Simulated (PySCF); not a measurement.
# C₄H₁₂OSi: a tour of settings

Aim: see how C₄H₁₂OSi (`CC(C)(C)O[SiH3]`) answers to the choice of functional, basis, grid and SCF options.

The runs use PySCF 2.14.0, with density-fitted response routines of our own; the level of theory stands in each step. All values are computed, except where a source is named. Atoms are numbered from 0 throughout.

## Step 1: The molecule as given

18 atoms, charge 0, multiplicity 1; geometry from: GFN2-xTB.

Bonds of the start (Å): C0–C1 1.53, C1–C2 1.53, C1–C3 1.53, C1–O4 1.41, O4–Si5 1.61, C0–H6 1.09, C0–H7 1.09, C0–H8 1.09, C2–H9 1.09, C2–H10 1.09, C2–H11 1.09, C3–H12 1.09, C3–H13 1.09, C3–H14 1.09, Si5–H15 1.47, Si5–H16 1.45, Si5–H17 1.47.

## Step 2: Nuclear shieldings: PBE0/pcSseg-1

The job: settings as JSON, then the geometry in Å.

```
{"job": {"kind": "nmr", "xc": "PBE0", "basis": "pcSseg-1"}, "charge": 0, "multiplicity": 1}
C     -0.655690    -0.735487    -1.215388
C     -0.385713     0.179122    -0.019413
C     -0.692660    -0.553789     1.287692
C     -1.237144     1.448688    -0.124003
O      0.956849     0.601670    -0.030097
Si     2.377513    -0.152730     0.045418
H     -1.710399    -0.992268    -1.264170
H     -0.370380    -0.230967    -2.135277
H     -0.072265    -1.648477    -1.126067
H     -0.435393     0.079360     2.133430
H     -0.107045    -1.467692     1.349076
H     -1.748489    -0.805310     1.340973
H     -2.295068     1.201382    -0.119252
H     -1.021586     2.105927     0.714617
H     -0.998755     1.976235    -1.044046
H      2.581340    -1.086919    -1.067911
H      3.258936     1.002199    -0.025885
H      2.547192    -0.914624     1.288647
```

Method: GIAO PBE0/pcSseg-1 NMR shielding, non-relativistic, gas phase.

On the command line:

```
> OMP_NUM_THREADS=1 python probes_run.py task.json out
```

This one command runs all jobs of the session in turn.

Log:

```text
coarse grid: 14496 points
cycle   1  E = -523.7938000938  dE =  4.784e-01  |g| = 7.376e-01  |ddm| = 3.500e+00
cycle   2  E = -523.6598563999  dE =  1.339e-01  |g| = 1.119e+00  |ddm| = 1.624e+00
cycle   3  E = -523.8979795495  dE = -2.381e-01  |g| = 1.353e-01  |ddm| = 1.160e+00
cycle   4  E = -523.9014775343  dE = -3.498e-03  |g| = 3.273e-02  |ddm| = 1.171e-01
cycle   5  E = -523.9017279419  dE = -2.504e-04  |g| = 3.304e-03  |ddm| = 2.870e-02
cycle   6  E = -523.9017299759  dE = -2.034e-06  |g| = 6.581e-04  |ddm| = 3.529e-03
final grid: 132432 points
cycle   7  E = -523.9492222600  dE = -4.150e-05  |g| = 1.164e-02  |ddm| = 3.400e-02
cycle   8  E = -523.9491988117  dE =  2.345e-05  |g| = 1.618e-02  |ddm| = 1.982e-02
cycle   9  E = -523.9492501094  dE = -5.130e-05  |g| = 1.547e-03  |ddm| = 1.180e-02
cycle  10  E = -523.9492505936  dE = -4.841e-07  |g| = 2.335e-04  |ddm| = 1.508e-03
cycle  11  E = -523.9492506043  dE = -1.080e-08  |g| = 8.152e-05  |ddm| = 3.047e-04
cycle  12  E = -523.9492506057  dE = -1.370e-09  |g| = 2.331e-05  |ddm| = 8.230e-05
cycle  13  E = -523.9492506058  dE = -1.213e-10  |g| = 2.932e-06  |ddm| = 2.164e-05
converged SCF energy = -523.9492506058

GIAO shielding tensors (ppm)
atom      isotropic    diamagn.    paramagn.     s11        s22        s33       span
  0 C      155.559     249.798     -94.239    136.440    145.823    184.415     47.975
  1 C      114.740     239.829    -125.088     94.821     95.608    153.793     58.972
  2 C      155.548     249.796     -94.248    136.471    145.778    184.395     47.924
  3 C      152.777     247.952     -95.176    133.213    139.221    185.896     52.683
  4 O      275.691     399.182    -123.492    217.099    301.692    308.281     91.181
  5 Si     402.580     880.951    -478.371    361.944    368.090    477.707    115.763
  6 H       30.544      31.418      -0.874     27.132     28.287     36.215      9.084
  7 H       30.371      31.510      -1.139     27.447     27.899     35.766      8.319
  8 H       30.242      32.268      -2.027     26.928     28.772     35.025      8.098
  9 H       30.367      31.508      -1.140     27.439     27.899     35.764      8.324
 10 H       30.242      32.272      -2.030     26.923     28.778     35.024      8.101
 11 H       30.544      31.419      -0.875     27.133     28.285     36.215      9.083
 12 H       30.801      30.848      -0.047     27.266     28.429     36.709      9.444
 13 H       30.252      30.666      -0.414     27.004     28.229     35.523      8.519
 14 H       30.253      30.666      -0.414     27.001     28.233     35.524      8.523
 15 H       26.696      30.176      -3.480     23.089     25.240     31.759      8.669
 16 H       26.936      29.849      -2.912     22.931     25.108     32.770      9.839
 17 H       26.692      30.171      -3.479     23.086     25.237     31.754      8.667
```

Run time: 30 s. Hardware: 1 thread of Arm Neoverse V1, shared host; peak memory 0.77 GiB.

The references, computed at this level on geometries of the same kind, shield at (ppm): 1H TMS 31.72, 13C TMS 186.9, 29Si TMS 349.2, 17O H2O 336.1. Their shielding less the atom's gives the shift. The references are single molecules in the gas phase, so shifts against H2O, NH3, PH3, H3PO4 or CFCl3 are not on the usual liquid scales and can be off by tens of ppm. Atoms listed in one row are averaged.

| atoms | environment | σ (ppm) | δ (ppm) | δ scaled to CDCl3 |
| --- | --- | --- | --- | --- |
| C1 | fully substituted sp3 carbon bonded to O | 114.7 | 72.2 | 68.5 |
| C0, C2, C3 | methyl carbon | 154.6 | 32.3 | 29.6 |
| H15, H16, H17 | hydrogen on a silicon bonded to O | 26.77 | 4.94 | – |
| H6, H7, H8, H9, H10 and 4 more | hydrogen on a methyl carbon | 30.40 | 1.32 | 1.35 |
| O4 | oxygen bonded to C, Si | 275.7 | 60.4 | – |
| Si5 | silicon bonded to O, 3 H | 402.6 | -53.4 | – |

The scaled column applies a straight-line fit of computed shieldings to shifts measured in CDCl3 (root-mean-square error 0.16 ppm for H, 1.9 ppm for C).

Charges from the same density, by scheme (e):

```csv
atoms,Mulliken,IAO,Hirshfeld,ESP fit
"C0, C2, C3",-0.18,-0.43,-0.13,-0.61
C1,-0.18,0.25,0.10,0.87
O4,-0.62,-0.65,-0.21,-0.55
Si5,0.70,0.86,0.37,0.58
```

Mayer bond orders: C0–C1 1.02, C1–C2 1.02, C1–C3 1.01, C1–O4 0.82, O4–Si5 0.99.

Orbitals, density, ELF and potential are computed afterwards from the orbital file.

Frontier orbitals at PBE0/pcSseg-1, with the share of their density that lies nearest to each atom:

| orbital | energy (eV) | lies on |
| --- | --- | --- |
| HOMO | -7.95 | O4 47 %; H15, H17 about 11 % each; C0, C1, C2 about 7 % each |
| LUMO | 0.60 | H15, H16, H17 about 15 % each; Si5 15 %; O4 8 % |

ELF in a plane through or near 5 of the atoms.

Ten even steps from ' ' (0.00) to '@' (1.00):
```
                                                        
                                                        
                                                        
                          ++####--                      
          ..====..      ++@@@@@@@@::                    
        ::%%@@@@##::    **@@@@@@@@::                    
      ..##@@@@@@@@##    ::%%@@@@**::                    
      ..##@@@@@@@@##      --**++==::                    
        ==@@@@@@@@**....  ==%%%%++..    ..::            
          --==..    ====::==----==....==%%%%==          
          --==..    ====--==--::==....==%%%%==          
        ==@@@@@@@@**::..  ++%%%%++..    ..::            
      ..##@@@@@@@@##      ==****==::                    
      ..##@@@@@@@@##    ::%%@@@@**::                    
        ::%%@@@@%%::    **@@@@@@@@::                    
          ..====..      ++@@@@@@@@::                    
                          ++####--                      
                                                        
                                                        
                                                        
```
The map spans 11.1 Å across and 9.5 Å up, centred on the molecule. Atoms in the plane (x, y in Å): C1 (0.4, 0.0), H7 (0.4, -2.1), H9 (0.4, 2.1), H15 (-2.7, -1.2), H17 (-2.7, 1.2).

On the surface of density 0.002 e/bohr³ the electrostatic potential runs, from the 1st to the 99th percentile, from -1.18 V near O4 to 1.02 V near H15.

## Step 3: Excited states and response: PBE0/def2-SVPD

Settings changed since step 2:

```diff
@@ -1,2 +1,2 @@
-{"job": {"kind": "nmr", "xc": "PBE0", "basis": "pcSseg-1"}, "charge": 0, "multiplicity": 1}
+{"job": {"kind": "uv", "xc": "PBE0", "basis": "def2-SVPD", "nstates": 6, "ntriplets": 2}, "charge": 0, "multiplicity": 1}
 C     -0.655690    -0.735487    -1.215388
```

Method: TDDFT PBE0/def2-SVPD, vertical, gas phase, core orbitals frozen in the response.

Log:

```text
coarse grid: 14496 points
cycle   1  E = -523.5612670216  dE =  4.285e-01  |g| = 7.012e-01  |ddm| = 1.265e+01
cycle   2  E = -523.4220000150  dE =  1.393e-01  |g| = 1.096e+00  |ddm| = 4.773e+00
cycle   3  E = -523.6605262861  dE = -2.385e-01  |g| = 1.347e-01  |ddm| = 3.270e+00
cycle   4  E = -523.6641833314  dE = -3.657e-03  |g| = 3.238e-02  |ddm| = 3.861e-01
cycle   5  E = -523.6644376133  dE = -2.543e-04  |g| = 2.806e-03  |ddm| = 1.943e-01
cycle   6  E = -523.6644394633  dE = -1.850e-06  |g| = 5.567e-04  |ddm| = 1.170e-02
final grid: 132432 points
cycle   7  E = -523.7411250098  dE = -4.980e-05  |g| = 1.047e-02  |ddm| = 4.138e-01
cycle   8  E = -523.7411057494  dE =  1.926e-05  |g| = 1.445e-02  |ddm| = 1.114e-01
cycle   9  E = -523.7411490691  dE = -4.332e-05  |g| = 1.496e-03  |ddm| = 4.578e-02
cycle  10  E = -523.7411495441  dE = -4.750e-07  |g| = 2.531e-04  |ddm| = 3.615e-03
cycle  11  E = -523.7411495575  dE = -1.338e-08  |g| = 8.986e-05  |ddm| = 1.167e-03
cycle  12  E = -523.7411495593  dE = -1.835e-09  |g| = 2.385e-05  |ddm| = 4.562e-04
cycle  13  E = -523.7411495595  dE = -1.255e-10  |g| = 3.232e-06  |ddm| = 9.052e-05
converged SCF energy = -523.7411495595

Static polarisability (au): isotropic 78.908, principal 75.109 75.884 85.732

Singlet excitations
state   eV       nm        f      main configurations
  1   6.9724    177.8   0.00310   H->L 0.93
  2   7.3571    168.5   0.02444   H-1->L 0.94
  3   7.6607    161.8   0.00245   H->L+1 0.94
  4   8.0291    154.4   0.00200   H-1->L+1 0.92
  5   8.0959    153.1   0.00000   H->L+3 0.71, H->L+2 0.24
  6   8.2845    149.7   0.04990   H->L+2 0.67, H->L+3 0.23

Triplet excitations (Tamm-Dancoff, eV): 6.6984 7.0500
```

It took 45 s on 1 thread of Arm Neoverse V1, shared host; peak memory 0.85 GiB.

Frontier orbitals and where they lie:

| orbital | eV | atoms |
| --- | --- | --- |
| HOMO−3 | -9.64 | Si5 22 %, H16 21 %, C3 13 % |
| HOMO−2 | -9.62 | Si5 20 %, H17 12 %, H15 12 % |
| HOMO−1 | -8.29 | O4 38 %, Si5 12 %, C1 11 % |
| HOMO | -7.97 | O4 43 %, Si5 13 %, C1 9 % |
| LUMO | 0.32 | Si5 26 %, C2 8 %, C0 8 % |
| LUMO+1 | 0.81 | Si5 45 %, H15 12 %, H17 12 % |
| LUMO+2 | 1.34 | Si5 21 %, C3 12 %, H12 11 % |

With each of the 6 states as a Gaussian band of 0.4 eV half-width at 1/e, the curve within the window shown has maxima at 168 nm (ε 1,100), 149 nm (ε 2,100) L/(mol cm). Beyond the last state computed it falls off for lack of states. The curve at chosen wavelengths:

```json
{"nm": "144", "ε (L/mol/cm)": "1164"}
{"nm": "146", "ε (L/mol/cm)": "1666"}
{"nm": "148", "ε (L/mol/cm)": "2011"}
{"nm": "150", "ε (L/mol/cm)": "2078"}
{"nm": "152", "ε (L/mol/cm)": "1876"}
{"nm": "154", "ε (L/mol/cm)": "1525"}
{"nm": "156", "ε (L/mol/cm)": "1176"}
{"nm": "158", "ε (L/mol/cm)": "941"}
{"nm": "160", "ε (L/mol/cm)": "856"}
{"nm": "162", "ε (L/mol/cm)": "894"}
{"nm": "164", "ε (L/mol/cm)": "991"}
{"nm": "166", "ε (L/mol/cm)": "1079"}
{"nm": "168", "ε (L/mol/cm)": "1110"}
{"nm": "170", "ε (L/mol/cm)": "1064"}
{"nm": "172", "ε (L/mol/cm)": "952"}
{"nm": "174", "ε (L/mol/cm)": "799"}
{"nm": "176", "ε (L/mol/cm)": "633"}
{"nm": "178", "ε (L/mol/cm)": "478"}
{"nm": "180", "ε (L/mol/cm)": "347"}
{"nm": "182", "ε (L/mol/cm)": "243"}
{"nm": "184", "ε (L/mol/cm)": "165"}
{"nm": "186", "ε (L/mol/cm)": "110"}
{"nm": "188", "ε (L/mol/cm)": "71"}
{"nm": "190", "ε (L/mol/cm)": "44"}
{"nm": "192", "ε (L/mol/cm)": "27"}
{"nm": "194", "ε (L/mol/cm)": "16"}
```

Leading natural transition orbitals of singlet state 6: the hole lies on O4 46 %; H15, H17 about 10 % each; C0, C1, C2 about 8 % each; the particle on H12 16 %; 5 H atoms about 11 % each.

Leading natural transition orbitals of singlet state 1: the hole lies on O4 48 %; H15, H17 about 13 % each; C0, C1, C2 about 6 % each; the particle on H15, H16, H17 about 15 % each; Si5 14 %; O4 8 %.

Further results of this job:

```
           property  computed
  dipole moment (D)      1.30
polarisability (Å³)     11.69
 HOMO–LUMO gap (eV)      8.30
      −ε(HOMO) (eV)      7.97
```

## Step 4: Excited states and response: LDA/STO-3G

Settings changed since step 3:

```diff
@@ -1,2 +1,2 @@
-{"job": {"kind": "uv", "xc": "PBE0", "basis": "def2-SVPD", "nstates": 6, "ntriplets": 2}, "charge": 0, "multiplicity": 1}
+{"job": {"kind": "uv", "xc": "LDA", "basis": "STO-3G", "nstates": 1, "ntriplets": 2, "tda": false, "scf": {"aux": "def2-universal-jkfit"}}, "charge": 0, "multiplicity": 1}
 C     -0.655690    -0.735487    -1.215388
```

Level: TDDFT LDA/STO-3G, vertical, gas phase, core orbitals frozen in the response.

Log:

```text
final grid: 132432 points
cycle   1  E = -514.6723691835  dE =  3.152e-01  |g| = 6.445e-01  |ddm| = 4.950e+00
cycle   2  E = -514.2530824574  dE =  4.193e-01  |g| = 1.448e+00  |ddm| = 2.846e+00
cycle   3  E = -514.8062795456  dE = -5.532e-01  |g| = 1.386e-01  |ddm| = 2.024e+00
cycle   4  E = -514.8108839205  dE = -4.604e-03  |g| = 6.517e-02  |ddm| = 2.602e-01
cycle   5  E = -514.8121736626  dE = -1.290e-03  |g| = 5.741e-03  |ddm| = 8.905e-02
cycle   6  E = -514.8121855803  dE = -1.192e-05  |g| = 1.374e-03  |ddm| = 1.029e-02
cycle   7  E = -514.8121862489  dE = -6.686e-07  |g| = 3.547e-04  |ddm| = 2.522e-03
cycle   8  E = -514.8121862855  dE = -3.657e-08  |g| = 7.843e-05  |ddm| = 5.001e-04
cycle   9  E = -514.8121862877  dE = -2.212e-09  |g| = 1.199e-05  |ddm| = 1.382e-04
cycle  10  E = -514.8121862878  dE = -5.411e-11  |g| = 1.494e-06  |ddm| = 2.190e-05
converged SCF energy = -514.8121862878

Static polarisability (au): isotropic 34.838, principal 30.635 31.157 42.723

Singlet excitations
state   eV       nm        f      main configurations
  1   8.7501    141.7   0.00120   H->L 0.98

Triplet excitations (Tamm-Dancoff, eV): 7.6493 8.2030
```

Run time: 4.5 s. Hardware: 1 thread of Arm Neoverse V1, shared host.

Key values: HOMO -1.86 eV, LUMO 6.13 eV; lowest singlet 8.75 eV.

## Step 5: Shielding tensors: mPW1PW91/Sadlej pVTZ

Settings changed since step 4:

```diff
@@ -1,2 +1,2 @@
-{"job": {"kind": "uv", "xc": "LDA", "basis": "STO-3G", "nstates": 1, "ntriplets": 2, "tda": false, "scf": {"aux": "def2-universal-jkfit"}}, "charge": 0, "multiplicity": 1}
+{"job": {"kind": "nmr", "xc": "mPW1PW91", "basis": "Sadlej pVTZ", "pop": true, "grid": 1}, "charge": 0, "multiplicity": 1}
 C     -0.655690    -0.735487    -1.215388
```

Level: GIAO mPW1PW91/Sadlej pVTZ NMR shielding, non-relativistic, gas phase.

Log:

```text
final grid: 61976 points
cycle   1  E = -524.2803287450  dE =  5.046e-01  |g| = 7.491e-01  |ddm| = 6.169e+01
cycle   2  E = -524.1050605364  dE =  1.753e-01  |g| = 1.204e+00  |ddm| = 1.221e+01
cycle   3  E = -524.3908150716  dE = -2.858e-01  |g| = 1.451e-01  |ddm| = 6.047e+00
cycle   4  E = -524.3950067342  dE = -4.192e-03  |g| = 4.062e-02  |ddm| = 1.450e+00
cycle   5  E = -524.3953927324  dE = -3.860e-04  |g| = 3.337e-03  |ddm| = 4.335e-01
cycle   6  E = -524.3953952096  dE = -2.477e-06  |g| = 3.836e-04  |ddm| = 4.607e-02
cycle   7  E = -524.3953952399  dE = -3.029e-08  |g| = 2.265e-04  |ddm| = 5.816e-03
cycle   8  E = -524.3953952523  dE = -1.249e-08  |g| = 4.987e-05  |ddm| = 1.861e-03
cycle   9  E = -524.3953952529  dE = -5.928e-10  |g| = 1.168e-05  |ddm| = 4.872e-04
converged SCF energy = -524.3953952529

GIAO shielding tensors (ppm)
atom      isotropic    diamagn.    paramagn.     s11        s22        s33       span
  0 C      165.716     195.385     -29.669    145.258    151.023    200.866     55.608
  1 C      118.778     187.500     -68.722     97.552     99.565    159.216     61.664
  2 C      165.685     195.305     -29.620    145.243    151.000    200.810     55.567
  3 C      163.053     205.633     -42.580    137.379    151.424    200.355     62.977
  4 O      271.049     243.157      27.892    219.973    287.905    305.268     85.295
  5 Si     412.188     918.595    -506.407    370.328    381.811    484.425    114.097
  6 H       30.967      24.884       6.083     28.055     28.750     36.095      8.041
  7 H       30.785      26.920       3.865     28.012     28.597     35.746      7.733
  8 H       30.571      33.988      -3.417     27.692     29.061     34.959      7.267
  9 H       30.781      26.870       3.911     28.002     28.598     35.744      7.742
 10 H       30.569      34.054      -3.485     27.687     29.067     34.954      7.267
 11 H       30.965      24.872       6.093     28.057     28.745     36.094      8.037
 12 H       31.093      25.590       5.503     27.884     28.781     36.615      8.731
 13 H       30.675      32.102      -1.426     27.726     28.820     35.481      7.754
 14 H       30.676      32.064      -1.388     27.721     28.826     35.481      7.760
 15 H       26.659      44.691     -18.032     22.894     25.300     31.783      8.888
 16 H       27.078      39.315     -12.237     22.970     25.392     32.870      9.900
 17 H       26.656      44.695     -18.039     22.892     25.297     31.779      8.887
```

Run time: 38 s. Hardware: 1 thread of Arm Neoverse V1, shared host; peak memory 0.99 GiB.

Key values: δ C1 78.1, C0 32.1, O4 65.9, Si5 -60.2, H15 5.33, H6 1.34 ppm (means over like atoms).

## Step 6: Excited states and response: LC-wPBE/6-311+G(2d,p)

Settings changed since step 5:

```diff
@@ -1,2 +1,2 @@
-{"job": {"kind": "nmr", "xc": "mPW1PW91", "basis": "Sadlej pVTZ", "pop": true, "grid": 1}, "charge": 0, "multiplicity": 1}
+{"job": {"kind": "uv", "xc": "LC-wPBE", "basis": "6-311+G(2d,p)", "nstates": 6, "ntriplets": 0, "tda": false, "scf": {"damp": 0.1, "conv": 1e-08}}, "charge": 0, "multiplicity": 1}
 C     -0.655690    -0.735487    -1.215388
```

With the program's defaults for keys left out, this is: TDDFT LC-wPBE/6-311+G(2d,p), vertical, gas phase, core orbitals frozen in the response.

Log:

```text
damping 0.10 in the first 6 cycles
final grid: 132432 points
cycle   1  E = -524.1455076383  dE =  7.480e-01  |g| = 7.333e-01  |ddm| = 3.463e+00
cycle   2  E = -524.1729192017  dE = -2.741e-02  |g| = 6.764e-01  |ddm| = 1.088e+00
cycle   3  E = -524.1831617871  dE = -1.024e-02  |g| = 6.581e-01  |ddm| = 8.515e-01
cycle   4  E = -524.1848706551  dE = -1.709e-03  |g| = 6.239e-01  |ddm| = 8.199e-01
cycle   5  E = -524.1910653276  dE = -6.195e-03  |g| = 6.155e-01  |ddm| = 7.891e-01
cycle   6  E = -524.1629832892  dE =  2.808e-02  |g| = 7.211e-01  |ddm| = 8.842e-01
cycle   7  E = -524.1355332886  dE =  2.745e-02  |g| = 8.737e-01  |ddm| = 1.012e+00
cycle   8  E = -524.2469218511  dE = -1.114e-01  |g| = 2.701e-02  |ddm| = 4.855e-01
cycle   9  E = -524.2470539098  dE = -1.321e-04  |g| = 2.429e-03  |ddm| = 3.306e-02
cycle  10  E = -524.2470559992  dE = -2.089e-06  |g| = 1.115e-03  |ddm| = 1.183e-02
cycle  11  E = -524.2470564067  dE = -4.075e-07  |g| = 2.814e-04  |ddm| = 3.648e-03
cycle  12  E = -524.2470564374  dE = -3.065e-08  |g| = 5.461e-05  |ddm| = 1.413e-03
cycle  13  E = -524.2470564390  dE = -1.582e-09  |g| = 1.561e-05  |ddm| = 3.379e-04
converged SCF energy = -524.2470564390

Static polarisability (au): isotropic 74.902, principal 71.794 72.418 80.494

Singlet excitations
state   eV       nm        f      main configurations
  1   7.5573    164.1   0.00249   H->L+1 0.37, H->L+4 0.15, H->L+16 0.09
  2   7.9891    155.2   0.02024   H-1->L+1 0.36, H-1->L+4 0.12, H-1->L 0.10
  3   8.3843    147.9   0.01565   H->L 0.68, H->L+1 0.11
  4   8.7102    142.3   0.00018   H->L+11 0.35, H->L+2 0.26, H->L+7 0.14
  5   8.7573    141.6   0.00892   H-1->L 0.54, H->L+3 0.11, H-1->L+1 0.09
  6   9.0707    136.7   0.08888   H->L+1 0.19, H->L+4 0.18, H-2->L 0.11
```

Run time: 71 s. Hardware: 1 thread of Arm Neoverse V1, shared host; peak memory 1.1 GiB.

This run: HOMO -10.69 eV, LUMO 1.60 eV; lowest singlet 7.56 eV.

## Step 7: Comparing the runs: NMR shifts

Shifts (ppm), means over like atoms, with basis size and wall time:

| run | C1 | C0 | H15 | H6 | O4 | Si5 | functions | time |
| --- | --- | --- | --- | --- | --- | --- | --- | --- |
| PBE0/pcSseg-1 | 72.2 | 32.3 | 4.94 | 1.32 | 60.4 | -53.4 | 169 | 30 s |
| mPW1PW91/Sadlej pVTZ | 78.1 | 32.1 | 5.33 | 1.34 | 65.9 | -60.2 | 260 | 38 s |

## Step 8: Comparing the runs: electronic excitations

Excitations and ground-state properties, with basis size and wall time:

| run | lowest singlet (eV) | brightest (eV) | f | gap (eV) | α (Å³) | μ (D) | functions | time |
| --- | --- | --- | --- | --- | --- | --- | --- | --- |
| PBE0/def2-SVPD | 6.97 | 8.28 | 0.050 | 8.30 | 11.69 | 1.30 | 223 | 45 s |
| LDA/STO-3G | 8.75 | 8.75 | 0.001 | 7.99 | 5.16 | 0.82 | 46 | 4.5 s |
| LC-wPBE/6-311+G(2d,p) | 7.56 | 9.07 | 0.089 | 12.29 | 11.10 | 1.36 | 242 | 71 s |

## Step 9: Outcome

| quantity | value |
| --- | --- |
| 13C shifts against TMS (PBE0/pcSseg-1, means over atoms taken as alike) | 72.2, 32.3 ppm |
| 1H shifts against TMS (PBE0/pcSseg-1, means over atoms taken as alike) | 4.94, 1.32 ppm |
| 17O shifts against H2O (PBE0/pcSseg-1) | 60.4 ppm |
| 29Si shifts against TMS (PBE0/pcSseg-1) | -53.4 ppm |
| surface potential, 1st and 99th percentile | -1.18 V and 1.02 V |
| lowest singlet (PBE0/def2-SVPD) | 6.97 eV (178 nm), f = 0.003 |
| brightest single state of those computed | state 6, 8.28 eV, f = 0.050 |
| lowest triplet | 6.70 eV |
| range of the shift of Si5 | -60.2 to -53.4 ppm |
| range of the lowest singlet | 6.97 to 8.75 eV |
| property runs in this session | 5, of which 0 failed and 1 gave unsound results |

**Reading.** Single values in the summary come from the first run of each kind that ended normally (PBE0/pcSseg-1; PBE0/def2-SVPD), which need not be the best level. At PBE0/pcSseg-1: The largest span, 116 ppm, is at Si5, where the paramagnetic term is -478 ppm. The lowest singlet, at 6.97 eV, is HOMO→LUMO 0.93 and is weak; of the 6 states computed, the strongest absorption comes from state 6 at 8.28 eV (the last computed, so partners may be missing). The lowest triplet lies 0.27 eV below the lowest singlet (triplets in Tamm-Dancoff, singlets in full TDDFT). States above −ε(HOMO) lie where TDDFT describes them poorly and they hang on the basis; the brightest is among them. Across the 2 runs the shift of Si5 moves most, between -60.2 (mPW1PW91/Sadlej pVTZ) and -53.4 ppm (PBE0/pcSseg-1). The lowest singlet runs from 6.97 eV (PBE0/def2-SVPD) to 8.75 eV (LDA/STO-3G), while the orbital gap spans 7.99 to 12.29 eV. A minimal basis can't describe excited states, so its value is no measure of the functional. The lowest state need not be the same one in every run. The runs solved for a few states only, so the brightest column depends on that window.
